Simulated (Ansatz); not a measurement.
A nudged elastic band was laid between two geometries of a periodic cell of 17 atoms, LiY₁₆ (host Y, host structure hcp, interstitial Li).

Computed with DFT PBE, scalar-relativistic, plane waves, PAW (Ansatz 0.2.0). Settings: cutoff 420 eV, k mesh 3x3x2, gaussian smearing 0.15 eV, no spin polarisation.

| Item | Value |
| --- | --- |
| movable images | 7 |
| climbing image | yes |
| spring | 1.0 eV/Å² |
| optimiser | fire |
| start path | IDPP |
| force threshold | 0.03 eV/Å |
| iteration limit | 37 |
| end points | relaxed |

First end point:

```xyz
17
Lattice="-3.6500 -6.3220 0.0000 5.4750 -3.1610 0.0000 0.0000 0.0000 11.4683" Properties=species:S:1:pos:R:3
Y -0.329 -6.477 0.086
Y 0.048 -4.242 2.988
Y 0.016 -6.328 5.818
Y 0.047 -4.242 8.648
Y -1.414 -3.398 0.083
Y 3.650 -4.227 2.855
Y -1.822 -3.163 5.818
Y 3.649 -4.226 8.780
Y 1.795 -2.799 0.086
Y 1.775 -1.025 3.042
Y 1.839 -3.171 5.818
Y 1.777 -1.025 8.597
Y -0.085 0.049 0.083
Y 1.836 -7.369 2.855
Y -0.030 0.018 5.819
Y 1.835 -7.369 8.780
Li 1.876 -5.297 0.079
```

Last end point:

```xyz
17
Lattice="-3.6500 -6.3220 0.0000 5.4750 -3.1610 0.0000 0.0000 0.0000 11.4683" Properties=species:S:1:pos:R:3
Y 0.004 -6.311 0.176
Y -0.406 -3.978 2.948
Y 0.004 -6.311 5.722
Y 0.002 -4.213 8.683
Y -1.867 -3.134 0.044
Y 3.984 -4.061 2.948
Y -1.867 -3.134 5.853
Y 3.638 -4.209 8.683
Y 1.819 -3.167 0.175
Y 1.914 -1.103 2.949
Y 1.819 -3.167 5.722
Y 1.859 -1.071 8.683
Y 0.053 -0.028 -0.008
Y 1.861 -7.739 2.948
Y 0.053 -0.028 5.905
Y 1.816 -7.365 8.683
Li 1.781 -5.241 2.952
```

Problem. Which bonds break or form, and what moves?

Solution. The atom that moves furthest is Li17, by 2.88 Å; four of its nearest neighbours are Y1 2.50, Y9 2.50, Y5 2.52, Y16 3.46 Å at the first end and Y14 2.50, Y6 2.50, Y2 2.53, Y3 3.46 Å at the last.

Problem. What energy profile does the band end with?

Solution. It converged. The highest image is number 4 of 0 to 8, 0.219 eV above the ends, which have the same energy within 2 meV. By the program's own check the climbing image is a first-order saddle point (lowest curvatures found: -0.64 and 0.35 eV/Å²). Limits of this set-up: coarse k mesh, a small cell, in which the defect meets its images, a typed lattice constant that wasn't relaxed here.

```
image  path coordinate (Å)  energy (eV)  Y4–Li17 (Å)  Y8–Li17 (Å)  Y16–Li17 (Å)
    0                 0.00        0.000         3.59         3.46          3.46
    1                 0.42        0.018         3.90         3.77          3.77
    2                 0.83        0.077         4.21         4.11          4.13
    3                 1.24        0.170         4.54         4.44          4.47
    4                 1.65        0.219         4.86         4.77          4.80
    5                 2.05        0.172         5.17         5.09          5.11
    6                 2.46        0.079         5.47         5.43          5.44
    7                 2.88        0.018         5.78         5.77          5.77
    8                 3.29        0.000         6.09         6.11          6.11
```

Problem. What is the geometry of the highest image?

Solution. 
```xyz
17
Lattice="-3.6500 -6.3220 0.0000 5.4750 -3.1610 0.0000 0.0000 0.0000 11.4683" Properties=species:S:1:pos:R:3:forces:R:3
Y -0.146 -6.380 -0.065 -0.01 0.00 0.01
Y -0.210 -4.102 3.038 0.00 0.00 0.00
Y -0.011 -6.335 5.798 0.00 0.00 -0.01
Y 0.023 -4.232 8.593 0.01 0.00 -0.01
Y -1.619 -3.286 0.006 0.00 0.00 -0.01
Y 3.816 -4.154 3.120 0.01 -0.01 -0.01
Y -1.847 -3.153 5.911 -0.01 0.01 0.01
Y 3.668 -4.217 8.699 0.00 0.00 0.01
Y 1.800 -2.987 -0.092 -0.01 0.00 0.01
Y 1.889 -1.103 2.861 0.01 0.00 0.02
Y 1.820 -3.151 5.802 0.00 0.00 -0.01
Y 1.792 -1.032 8.620 0.00 0.00 0.00
Y -0.070 0.029 0.168 0.00 0.01 -0.01
Y 1.851 -7.531 3.094 0.01 -0.01 -0.01
Y 0.041 -0.021 5.876 0.00 0.01 0.00
Y 1.827 -7.395 8.705 0.00 0.00 0.01
Li 1.841 -5.226 1.518 -0.01 -0.02 0.00
```

The band took 22 iterations and roughly 110 core-minutes.

Time of the run: 33 min on 4 threads of AMD EPYC 7B13 (Zen 3), on a shared host, peak memory 4.7 GiB.
